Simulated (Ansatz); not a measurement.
A run of Ansatz 0.2.0:

The input input.yaml:

```yaml
crystal:
  lattice:
    - [3.92662315, 0.0, 0.0]
    - [0.0, 3.92662315, 0.0]
    - [0.0, 0.0, 3.92662315]
  atoms:
    - { symbol: K, position: [0.006992, -0.010839, -0.003239] }
    - { symbol: Rh, position: [0.499544, 0.492913, 0.512812] }
kpoints:
  mp_grid: { grid: [7, 7, 7] }
scf:
  occupations: { method: fermi_dirac, width: 0.05 }
hamiltonian:
  xc: pbe
  pseudopotentials: { kind: all_electron, lapw: { basis_error: 0.001 } }
output:
  forces: true
  stress: true
  eigenvalues: true
  populations: true
```

Potentials or basis: all-electron LAPW, scalar-relativistic.

Command:

```sh
$ ansatz run input.yaml --threads 1 --pin off --max-ram 3072MiB --backend cpu --events-out ev --progress --plain --runs-dir out
```

Hardware: 1 thread of Intel(R) Xeon(R) 6975P-C (Granite Rapids) (shared host).

Task: How long does it take, and how much memory?

Result: Wall time 20 s on 1 thread of Intel(R) Xeon(R) 6975P-C (Granite Rapids) (shared host), peak memory 0.44 GiB. Counts: scf iterations 10, plane waves 251, k points 172, bands 17.
